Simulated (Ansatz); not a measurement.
# AsH₂+ (singlet): from Hartree-Fock to the top rungs at angle H2–As1–H3 = 91.0°, cc-pVDZ

One table from this session's results is given with a row withheld; the runs are named, their logs left out.

Computed with Ansatz 0.2.0, Gaussian basis. Level: cc-pVDZ, core rule «outside noble gas», up to 14 orbitals frozen.

Plan: UHF; CCSD(T) on RHF; CCSD(T) on UHF; BCCD(T) on RHF; CISD; CCSDT(Q) on RHF; CCSDT(Q) on UHF; CCSDTQ on RHF; CASSCF and MRCISD+Q, 2 electrons in 2 orbitals; CASSCF and NEVPT2, 2 electrons in 2 orbitals; CASSCF and MRCISD+Q, 6 electrons in 6 orbitals; CASSCF and NEVPT2, 6 electrons in 6 orbitals; Full CI.

11 further runs of the same task are left out: 8 that didn't finish, 3 set aside as unsound or not needed.

## What is computed

The geometry derives from a PBE0/def2-TZVP stationary point (not a proven minimum). One angle is set to the value named; bond lengths are kept. No spin-orbit coupling is included. The filled d shell of As may be among the frozen orbitals whatever the setting's name suggests; the logs give the count.

3 atoms, charge 1, spin multiplicity 1.

Atoms are counted from 1 here; the program's logs count them from 0.

Bond lengths: As1–H2 1.530 Å, As1–H3 1.530 Å. Angles: H2–As1–H3 91.0°.

Coordinates:

```xyz
3

As    0.0000   -0.0281    0.0000
H     0.0000    1.0446   -1.0909
H     0.0000    1.0446    1.0909
```

Set-up of the first run:

in.yaml reads:

```yaml
crystal:
  periodic: [false, false, false]
  atoms:
    - {symbol: As, position_ang: [0.000000, -0.028106, 0.000000]}
    - {symbol: H, position_ang: [0.000000, 1.044592, -1.090900]}
    - {symbol: H, position_ang: [0.000000, 1.044590, 1.090902]}
basis:
  gaussian: {orbitals: cc-pVDZ}
total_charge: 1
magnetization: {spin_polarized: true, initial_magnetization: 0}
hamiltonian: {xc: hf}
output: {orbitals: {seedname: orbitals}}
```

Launch:

```
$ ansatz run in.yaml --threads 1 --pin off --events-out ev --progress --plain --max-ram 2393MiB
```

Among the steps run: UHF; CCSD(T) on RHF; CCSD(T) on UHF; BCCD(T) on RHF; CISD; CCSDT(Q) on RHF; CCSDT(Q) on UHF; CCSDTQ on RHF; CASSCF and MRCISD+Q, 2 electrons in 2 orbitals; CASSCF and NEVPT2, 2 electrons in 2 orbitals; CASSCF and MRCISD+Q, 6 electrons in 6 orbitals; CASSCF and NEVPT2, 6 electrons in 6 orbitals; Full CI.

One table of the session follows, with a row left open; its other results are not shown here.

```
          method  from FCI (kcal/mol)
             RHF               +74.45
             UHF               +73.68
            RMP2               +18.60
            CISD                +4.55
           RCCSD                +1.72
        RCCSD(T)                +0.39
         BCCD(T)                +0.39
          RCCSDT                    ?
       RCCSDT(Q)                +0.02
         RCCSDTQ                 0.00
     CASSCF pair               +62.91
     NEVPT2 pair               +17.05
  CASSCF valence               +40.63
  NEVPT2 valence               +11.30
  MRCISD valence                +1.36
MRCISD+Q valence                +0.03
             FCI                    0
```

**Question.** Estimate the row for RCCSDT.

The run gave: from FCI (kcal/mol): +0.07. In the column «from FCI (kcal/mol)» it lies between MRCISD+Q valence (+0.03) and RCCSD(T) (+0.39).

Among the levels timed on like hardware and quicker than the yardstick, those that no quicker one beats, quickest first: RCCSD(T) (0.42 s, +0.39 kcal/mol); BCCD(T) (0.51 s, +0.39 kcal/mol); RCCSDT(Q) (1.1 s, +0.02 kcal/mol).

Not comparable, so not listed: CCSD(T) on UHF; CCSDT(Q) on UHF; CASSCF and MRCISD+Q, 2 electrons in 2 orbitals (they don't share determinant, frozen orbitals or solution with the rows shown, or repeat one).

Limits of these values: The yardstick is full CI for this spin, exact in this basis with these frozen cores. Of the multireference levels listed MRCISD+Q valence comes nearest in total energy (+0.03 kcal/mol), which doesn't show that its space is the better one. Warnings in the runs' records: passed over end.
